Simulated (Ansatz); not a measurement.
# AlBH3I (SMILES [BH2][AlH][I]): single points off equilibrium

The task here is to estimate one member of a computed series from the others.

The runs use Ansatz 0.2.0, Gaussian basis; single points in def2-TZVPP.

Cores are frozen in the correlated methods. Filled d shells of the heavier atoms are correlated. Core potentials replace the inner electrons past krypton, and spin-orbit coupling is left out.

## Starting geometry

SMILES `[BH2][AlH][I]`, 6 atoms, charge 0, spin multiplicity 1.

Atoms are counted from 1 here; the program's logs count them from 0.

Bond lengths: B1–Al2 2.018 Å, B1–H4 1.190 Å, B1–H5 1.132 Å, Al2–I3 2.503 Å, Al2–H6 1.501 Å. Angles: Al2–B1–H4 124.1°, Al2–B1–H5 137.5°, H4–B1–H5 98.3°, B1–Al2–I3 131.3°, B1–Al2–H6 118.1°, I3–Al2–H6 110.4°.

As a file:

```xyz
6

B    -0.7572    0.4281   -0.7982
Al    0.5649   -0.0655    0.6448
I     1.4349   -2.2877    1.3992
H    -1.3212   -0.3637   -1.4847
H    -1.1469    1.3730   -1.2843
H     1.2706    1.0443    1.3672
```

The first run:

Contents of run/in.yaml:

```yaml
crystal:
  periodic: [false, false, false]
  atoms:
    - {symbol: B, position_ang: [-0.757200, 0.428100, -0.798200]}
    - {symbol: Al, position_ang: [0.564900, -0.065500, 0.644800]}
    - {symbol: I, position_ang: [1.434900, -2.287700, 1.399200]}
    - {symbol: H, position_ang: [-1.321200, -0.363700, -1.484700]}
    - {symbol: H, position_ang: [-1.146900, 1.373000, -1.284300]}
    - {symbol: H, position_ang: [1.270600, 1.044300, 1.367200]}
basis:
  gaussian: {orbitals: def2-TZVPP}
correlation: {method: ccsd_t}
output: {forces: true}
```

No record of the launch command was kept for these runs.

Among the steps run: CCSD(T)/def2-TZVPP; PBE0-D4/def2-TZVPP; wB97M-V/def2-TZVPP; r2SCAN-D4/def2-TZVPP; PBE-D4/def2-TZVPP; SPW92/def2-TZVPP; HSE06-D4/def2-TZVPP.

One table of the session follows, with a row left open; its other results are not shown here.

```
   method  RMS force component (eV/Å)  angle to CCSD(T) forces (°)  dipole (D)
  CCSD(T)                       0.883                    reference        1.46
  PBE0-D4                       0.865                          3.5        1.53
  wB97M-V                       0.835                          3.4        1.65
r2SCAN-D4                       0.850                          3.5        1.45
   PBE-D4                       0.857                          9.4        1.30
    SPW92                       0.850                         15.0        1.38
 HSE06-D4                           ?                            ?           ?
```

**Question.** Estimate the row for HSE06-D4.

The run gave: RMS force component (eV/Å): 0.865; angle to CCSD(T) forces (°): 3.6; dipole (D): 1.52.
